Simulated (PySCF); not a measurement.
# RuS₂: relaxation and vibrations of the singlet

Aim: relax RuS₂ as a singlet from a PBE0 minimum start, check by its vibrations whether the end is a minimum, and collect its spectrum and constants.

The runs use PySCF 2.14.0; PBE0, basis Ru def2-SVP with ECP28, S def2-SVP, scalar-relativistic core potentials, no spin–orbit coupling, density fitting.

### Step 1. Starting geometry

3 atoms, charge 0, spin multiplicity 1.

Bond lengths: Ru1–S2 2.034 Å, Ru1–S3 2.034 Å. Angles: S2–Ru1–S3 118.1°.

Coordinates in bohr (charge 0 multiplicity 1):
```
Ru   -0.0364   -0.7617    0.0000
S     0.0580    1.2125    3.2974
S     0.0580    1.2125   -3.2974
```

### Step 2. First SCF at the start

The steps below are one call of a driver around PySCF. For each, scf.py gives the equivalent set-up of the SCF; relaxations use the driver's own optimiser. After this first run the driver tries any further starts and a stability analysis.

The input, scf.py:

```python
from pyscf import gto, scf, dft
mol = gto.M(atom='''
Ru    -0.019285    -0.403054    -0.000000
S      0.030699     0.641609     1.744923
S      0.030699     0.641609    -1.744923''',
    basis={'Ru': 'def2-SVP', 'S': 'def2-SVP'},
    ecp={'Ru': 'def2-SVP'},
    charge=0, spin=0)
mf = dft.RKS(mol, xc='PBE0')
mf.grids.atom_grid = (50, 194)
aux = {'Ru': 'def2-universal-JKFIT', 'S': 'def2-universal-JKFIT'}
mf = mf.density_fit(auxbasis=aux)
mf.conv_tol = 1e-08
mf.diis_space = 10
mf.max_cycle = 60
mf.init_guess = 'minao'
mf.verbose = 4
mf.kernel()
```

Command:

```console
$ OMP_NUM_THREADS=2 python axn.py task.json out
```

Output:

```text
init E= -881.62819528157
  HOMO = -0.531740375699455  LUMO = -0.491298578898969  gap/eV = 1.10048
cycle= 1 E= -889.93495999432  delta_E= -8.31  |g|= 1.69  |ddm|= 3.25
  HOMO = 0.0871864702896742  LUMO = 0.0981794110708717  gap/eV = 0.29913
cycle= 2 E= -881.373638483736  delta_E= 8.56  |g|= 4.25  |ddm|= 11.5
  HOMO = -0.290467449491005  LUMO = -0.22787639282756  gap/eV = 1.70319
cycle= 3 E= -890.427007266525  delta_E= -9.05  |g|= 1.03  |ddm|= 11.4
  HOMO = -0.287216941048896  LUMO = -0.211077814176596  gap/eV = 2.07185
cycle= 4 E= -890.655581818556  delta_E= -0.229  |g|= 0.431  |ddm|= 0.728
  HOMO = -0.248388496004795  LUMO = -0.172872998607994  gap/eV = 2.05488
cycle= 5 E= -890.670406657485  delta_E= -0.0148  |g|= 0.338  |ddm|= 0.435
  HOMO = -0.243364267628837  LUMO = -0.166578399628768  gap/eV = 2.08945
cycle= 6 E= -890.690849387334  delta_E= -0.0204  |g|= 0.16  |ddm|= 0.144
  HOMO = -0.240961861493884  LUMO = -0.164280256727822  gap/eV = 2.08661
cycle= 7 E= -890.69636958793  delta_E= -0.00552  |g|= 0.0606  |ddm|= 0.0917
  HOMO = -0.236379564314864  LUMO = -0.160314156538015  gap/eV = 2.06985
cycle= 8 E= -890.697232884618  delta_E= -0.000863  |g|= 0.00567  |ddm|= 0.0479
  HOMO = -0.236432496139293  LUMO = -0.160480225287892  gap/eV = 2.06677
cycle= 9 E= -890.697241382449  delta_E= -8.5e-06  |g|= 0.000616  |ddm|= 0.00691
  HOMO = -0.236455801824125  LUMO = -0.160513735934595  gap/eV = 2.06649
cycle= 10 E= -890.697242045315  delta_E= -6.63e-07  |g|= 0.000356  |ddm|= 0.00352
  HOMO = -0.236476742825793  LUMO = -0.160533203713331  gap/eV = 2.06653
cycle= 11 E= -890.69724249933  delta_E= -4.54e-07  |g|= 0.000462  |ddm|= 0.00405
  HOMO = -0.236528580383914  LUMO = -0.160570576105399  gap/eV = 2.06692
cycle= 12 E= -890.697242763095  delta_E= -2.64e-07  |g|= 0.000337  |ddm|= 0.00348
  HOMO = -0.236588581638909  LUMO = -0.160610971429911  gap/eV = 2.06746
cycle= 13 E= -890.697242884781  delta_E= -1.22e-07  |g|= 2.22e-05  |ddm|= 0.00362
  HOMO = -0.236594377110435  LUMO = -0.160614911157025  gap/eV = 2.06751
cycle= 14 E= -890.697242885662  delta_E= -8.8e-10  |g|= 3.61e-06  |ddm|= 0.000257
  HOMO = -0.236593955818417  LUMO = -0.160614444285486  gap/eV = 2.06751
Extra cycle  E= -890.697242885666  delta_E= -4.09e-12  |g|= 7.04e-06  |ddm|= 1.88e-05
converged SCF energy = -890.697242885666
```

This step, with its further starts and checks, took 2 s on 2 threads of Intel Xeon Platinum 8488C (Sapphire Rapids), shared host.

The test of internal stability found no lower closed-shell solution.

### Step 3. Relaxing the singlet from the PBE0 minimum start

The program finds C2v symmetry in the start, which this walk keeps. The walk stops when the largest gradient is under 0.0003 Eh/bohr and the energy has settled too.

scf.py, as its differences from that of step 2:

```diff
@@ -3,3 +3,3 @@
-Ru    -0.019285    -0.403054    -0.000000
-S      0.030699     0.641609     1.744923
-S      0.030699     0.641609    -1.744923''',
+Ru    -0.019272    -0.402778     0.000000
+S      0.030712     0.641885     1.744923
+S      0.030712     0.641885    -1.744923''',
@@ -16 +15,0 @@
-mf.init_guess = 'minao'
```

Energy and gradient, step by step:

```
step  energy (Eh)  change (kJ/mol)  largest symmetric gradient (Eh/bohr)
   0  -890.697243             0.00                               0.00006
```

The walk took 1.3 s.

Positions (Å) and forces (eV/Å) along the way:

```
step 0
Ru  -0.019  -0.403   0.000  -0.019   0.000   0.001
S    0.031   0.642   1.745   0.010   0.000   0.003
S    0.031   0.642  -1.745   0.010   0.000  -0.004
```

After 0 steps and 0.0 kJ/mol it ends at C2v: Ru–S 2.034 Å (×2); S–Ru–S 118.1°.

### Step 4. Hessian and properties

The point is checked on the finer grid, and tightened if its gradient asks for it. The Hessian and the dipole derivatives come from central differences of analytic gradients, with steps of 0.02 bohr.

scf.py, as its differences from that of step 3:

```diff
@@ -3,3 +3,3 @@
-Ru    -0.019272    -0.402778     0.000000
-S      0.030712     0.641885     1.744923
-S      0.030712     0.641885    -1.744923''',
+Ru    -0.019290    -0.403159     0.000000
+S      0.030721     0.642076     1.744508
+S      0.030721     0.642076    -1.744508''',
@@ -10 +10 @@
-mf.grids.atom_grid = (50, 194)
+mf.grids.atom_grid = (75, 302)
@@ -13 +13 @@
-mf.conv_tol = 1e-08
+mf.conv_tol = 1e-10
```

The driver hands on the density of the step before, so the log starts near convergence.

Log of the central SCF (cycles and frontier levels):

```text
init E= -890.697306447034
  HOMO = -0.236560743988066  LUMO = -0.160590725959133  gap/eV = 2.06725
cycle= 1 E= -890.697306447002  delta_E= 3.21e-11  |g|= 1.1e-05  |ddm|= 1.36e-05
  HOMO = -0.236562213528636  LUMO = -0.160592014235402  gap/eV = 2.06725
cycle= 2 E= -890.697306446363  delta_E= 6.4e-10  |g|= 4.78e-05  |ddm|= 5.76e-05
  HOMO = -0.236560845531857  LUMO = -0.16059083198461  gap/eV = 2.06725
cycle= 3 E= -890.697306447039  delta_E= -6.76e-10  |g|= 1.76e-06  |ddm|= 4.64e-05
  HOMO = -0.23656097249932  LUMO = -0.160590935369381  gap/eV = 2.06725
cycle= 4 E= -890.697306447039  delta_E= -6.82e-13  |g|= 1.35e-06  |ddm|= 2.68e-06
  HOMO = -0.236560787017305  LUMO = -0.160590770623302  gap/eV = 2.06725
Extra cycle  E= -890.697306447031  delta_E= 8.41e-12  |g|= 5.84e-06  |ddm|= 6.8e-06
converged SCF energy = -890.697306447031
```

The whole step took 20 s.

Geometry: C2v; Ru–S 2.034 Å (×2); S–Ru–S 118.1°.

Harmonic modes (main isotopes):

```json
{"symmetry": "a1", "ω (cm⁻¹)": "155", "IR (km/mol)": "0.5", "μ (u)": "37.74", "type": "bend"}
{"symmetry": "a1", "ω (cm⁻¹)": "569", "IR (km/mol)": "3.4", "μ (u)": "35.99", "type": "stretch"}
{"symmetry": "b2", "ω (cm⁻¹)": "571", "IR (km/mol)": "96.6", "μ (u)": "40.82", "type": "stretch"}
```

All wavenumbers are real: a minimum.

Properties at this point:

* Dipole moment: 2.12 D
* Highest occupied level: -6.44 eV
* Lowest empty level: -4.37 eV
* Rotational constants: 0.3918, 0.08663, 0.07094 cm⁻¹
* Zero-point energy: 7.7 kJ/mol
* Principal polarisabilities: 44.9, 54.0, 107.7 bohr³
* Atomisation energy without zero-point energy: 659 kJ/mol
* Principal traceless quadrupole moments about the centre of mass: -4.68, -0.36, 5.04 D Å
* Entropy at 298.15 K and 1 bar: 290.8 J/(mol K)
* Heat capacity Cp at 298.15 K: 50.4 J/(mol K)
* Enthalpy at 298.15 K above 0 K: 12.51 kJ/mol
* Rotational symmetry number: 2

Populations by atom (charges in e):

```json
{"atom": "Ru1", "Mulliken": "0.11", "Löwdin": "-0.73", "polar tensor": "0.81", "Mayer order to Ru1": "–"}
{"atom": "S2,3", "Mulliken": "-0.05", "Löwdin": "0.36", "polar tensor": "-0.40", "Mayer order to Ru1": "2.15"}
```

Outer orbital energies (eV). occupied: -11.07, -10.77, -9.66, -9.42, -8.95, -7.89, -6.59, -6.44; empty: -4.37, -3.67, -2.94, -0.68.

Mulliken populations on Ru1 (outside its core potential): s 2.45, p 6.42, d 7.02, f 0.01.

### Step 5. A spin-polarised start

A stability analysis found the closed shell of the lowest minimum unstable towards spin polarisation, so the unrestricted solution is followed.

The program finds C2v symmetry in the start, which may break. The walk stops when the largest gradient is under 0.0003 Eh/bohr and the energy has settled too.

scf.py, as its differences from that of step 4:

```diff
@@ -3,3 +3,3 @@
-Ru    -0.019290    -0.403159     0.000000
-S      0.030721     0.642076     1.744508
-S      0.030721     0.642076    -1.744508''',
+Ru    -0.019282    -0.402998     0.000000
+S      0.030729     0.642236     1.744508
+S      0.030729     0.642236    -1.744508''',
@@ -9,2 +9,2 @@
-mf = dft.RKS(mol, xc='PBE0')
-mf.grids.atom_grid = (75, 302)
+mf = dft.UKS(mol, xc='PBE0')
+mf.grids.atom_grid = (50, 194)
@@ -13 +13 @@
-mf.conv_tol = 1e-10
+mf.conv_tol = 1e-08
```

Energy and gradient, step by step:

```
step  energy (Eh)  change (kJ/mol)  largest gradient (Eh/bohr)
   0  -890.711674             0.00                     0.00748
   1  -890.711811            -0.36                     0.00039
   2  -890.711812            -0.36                     0.00001
```

The walk took 5.7 s.

End point (C2v, 2 steps, 0.4 kJ/mol gained): Ru–S 2.045 Å (×2); S–Ru–S 117.7°.

### Step 6. Hessian and properties

The same treatment as at the point before.

scf.py, as its differences from that of step 5:

```diff
@@ -3,3 +3,3 @@
-Ru    -0.019282    -0.402998     0.000000
-S      0.030729     0.642236     1.744508
-S      0.030729     0.642236    -1.744508''',
+Ru    -0.019508    -0.407723    -0.000000
+S      0.031082     0.649606     1.749783
+S      0.031082     0.649607    -1.749783''',
@@ -10 +10 @@
-mf.grids.atom_grid = (50, 194)
+mf.grids.atom_grid = (75, 302)
@@ -13 +13 @@
-mf.conv_tol = 1e-08
+mf.conv_tol = 1e-10
```

SCF at the final geometry:

```text
init E= -890.711876248049
[... the frontier-level lines of each cycle are left out ...]
cycle= 1 E= -890.711876248046  delta_E= 2.73e-12  |g|= 1.62e-06  |ddm|= 1.88e-06
Extra cycle  E= -890.711876248023  delta_E= 2.3e-11  |g|= 7.41e-06  |ddm|= 6.86e-06
converged SCF energy = -890.711876248023  <S^2> = 0.96807423  2S+1 = 2.207328
```

The whole step took 39 s on 2 threads of Intel Xeon Platinum 8488C (Sapphire Rapids), shared host.

Geometry: C2v; Ru–S 2.045 Å (×2); S–Ru–S 117.7°.

Modes, for the most abundant isotopes:

| ω (cm⁻¹) | IR (km/mol) | μ (u) |
| --- | --- | --- |
| 139 | 0.1 | 37.92 |
| 550 | 7.2 | 35.83 |
| 564 | 65.6 | 40.78 |

No imaginary mode, so this is a minimum.

The SCF density has lower symmetry than the nuclear frame, so the modes carry no labels.

Properties at this point:

* Dipole moment: 1.84 D
* Highest occupied level: -7.00 eV
* Lowest empty level: -3.93 eV
* Rotational constants: 0.3829, 0.0861, 0.0703 cm⁻¹
* Zero-point energy: 7.5 kJ/mol
* Principal polarisabilities: 49.7, 53.9, 106.1 bohr³
* Atomisation energy without zero-point energy: 697 kJ/mol
* Principal traceless quadrupole moments about the centre of mass: -1.88, -0.84, 2.72 D Å
* Entropy at 298.15 K and 1 bar: 292.1 J/(mol K)
* Heat capacity Cp at 298.15 K: 50.7 J/(mol K)
* Enthalpy at 298.15 K above 0 K: 12.63 kJ/mol
* Rotational symmetry number: 2
* Spin squared ⟨S²⟩: 0.968

Populations by atom (charges in e):

```csv
atom,Mulliken,Löwdin,polar tensor,spin (Mulliken),Mayer order to Ru1
Ru1,0.12,-0.70,0.77,0.00,–
"S2,3",-0.06,0.35,-0.38,0.00,2.17
```

Outer orbital energies (eV). α occupied: -11.19, -10.78, -9.86, -9.74, -8.87, -7.90, -7.12, -7.00; empty: -3.93, -3.91, -2.99, -0.80. β occupied: -11.19, -10.78, -9.86, -9.74, -8.87, -7.90, -7.12, -7.00; empty: -3.93, -3.91, -2.99, -0.80.

Mulliken populations on Ru1 (outside its core potential): s 2.53, p 6.46, d 6.88, f 0.01.

### Step 7. All stationary points

| spin | group | bonds | imaginary modes (cm⁻¹) | ΔE (kJ/mol) | with zero-point energy |
| --- | --- | --- | --- | --- | --- |
| broken-symmetry (Ms = 0) | C2v (density of lower symmetry) | Ru–S 2.045 Å (×2) | none | 0.0 | 0.0 |
| singlet | C2v | Ru–S 2.034 Å (×2) | none | 38.3 | 38.5 |

### Step 8. Results

```
                                          quantity                             value
                                           minimum     broken-symmetry (Ms = 0), C2v
                                          geometry  Ru–S 2.045 Å (×2); S–Ru–S 117.7°
                                wavenumbers (cm⁻¹)                     139, 550, 564
                                     dipole moment                            1.84 D
highest occupied, lowest empty level (either spin)                   -7.00, -3.93 eV
                        polar-tensor charge of Ru1                           +0.77 e
                                 zero-point energy                        7.5 kJ/mol
                               entropy at 298.15 K                   292.1 J/(mol K)
         atomisation energy (no zero-point energy)                        697 kJ/mol
                                              ⟨S²⟩                             0.968
```

The molecule stays C2v, as typed, and the end point is a minimum. The determinant is spin-contaminated (⟨S²⟩ = 0.97 against 0.00), so it is no pure spin state. The strongest infrared band lies at 564 cm⁻¹ (stretch). Only this shape and spin were tried, so other structures or states may lie lower. The SCF density has lower symmetry than the nuclear frame.

The search up to here took 72 s.
